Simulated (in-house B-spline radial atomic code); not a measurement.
# Sn⁷⁺: ionisation energy by several methods

How far do functionals differ on the ionisation energy of Sn⁷⁺? Each run solves Sn⁷⁺ and then the next ion ([Kr] 4d6).

The numbers are computed with in-house B-spline radial atomic code version 1 (non-relativistic, several functionals, spin-polarised, exact exchange averaged over the configuration; spherical all-electron atom at the radial basis limit), except any that are marked as measured or tabulated.

## Step 1: Starting point

```
element       : tin (Z = 50)
charge        : +7
electrons     : 43
configuration : [Kr] 4d7
nucleus       : point
```

The outer shells:

[Kr] 4d7
```
[Kr] core
4d [↑↓][↑↓][↑ ][↑ ][↑ ]
```

Where spins are not typed, each open shell is filled with up spins first.

## Step 2: CAM-B3LYP

Input settings:

```ini
Z = 50
electrons = 43.0
configuration = [Kr] 4d7
hamiltonian = nr
method = camb3lyp
spin_polarised = True
exact_exchange = averaged over the configuration
```

On the command line:

```console
$ python run_scf.py task.json out
```

One command runs all members of the session, one after another, from task.json.

## Step 3: HSE06

Settings: those of step 2 with these lines changed.

```diff
@@ -4,3 +4,3 @@
 hamiltonian = nr
-method = camb3lyp
+method = hse06
 spin_polarised = True
```

## Step 4: B97-1

Settings: those of step 3 with these lines changed.

```diff
@@ -4,3 +4,3 @@
 hamiltonian = nr
-method = hse06
+method = b97_1
 spin_polarised = True
```

## Step 5: BHandHLYP

Settings: those of step 4 with these lines changed.

```diff
@@ -4,3 +4,3 @@
 hamiltonian = nr
-method = b97_1
+method = bhandhlyp
 spin_polarised = True
```

## Step 6: LC-ωPBE

Settings: those of step 5 with these lines changed.

```diff
@@ -4,3 +4,3 @@
 hamiltonian = nr
-method = bhandhlyp
+method = lc_wpbe
 spin_polarised = True
```

Q: The tabulated ionisation energy is 135 ± 2.1 eV (tabulated theoretical; NIST Atomic Spectra Database). What does each method give, and which comes nearest?

As calculated:

| method | rung | total energy (hartree) | ΔSCF (eV) | −ε highest (eV) | ΔSCF less tabulated (eV) |
| --- | --- | --- | --- | --- | --- |
| B97-1 | global hybrid | -6011.2065 | 137.30 | 129.27 (4d down) | +2.30 |
| BHandHLYP | global hybrid | -6011.4686 | 136.91 | 132.34 (4d down) | +1.91 |
| CAM-B3LYP | range-separated hybrid | -6011.6298 | 137.17 | 131.10 (4d down) | +2.17 |
| HSE06 | range-separated hybrid | -6010.9364 | 137.12 | 129.20 (4d down) | +2.12 |
| LC-ωPBE | range-separated hybrid | -6010.7985 | 137.26 | 132.31 (4d down) | +2.26 |

**Reading.** The tabulated ionisation energy is 135 ± 2.1 eV (tabulated theoretical; NIST Atomic Spectra Database). BHandHLYP comes nearest (+1.91 eV) and B97-1 is farthest (+2.30 eV, 1.7 %). The table's own uncertainty exceeds the spread between the methods, so their order is not settled. All methods miss on the same side by much the same amount, which points to something that they share. These runs lack relativity altogether, which can outweigh the gaps between the methods, so the nearest may be so by luck. These runs leave out relativity, which matters at this nuclear charge. Open shells are averaged (over orientations, and over spins where the run is restricted), while tables refer to the lowest levels.
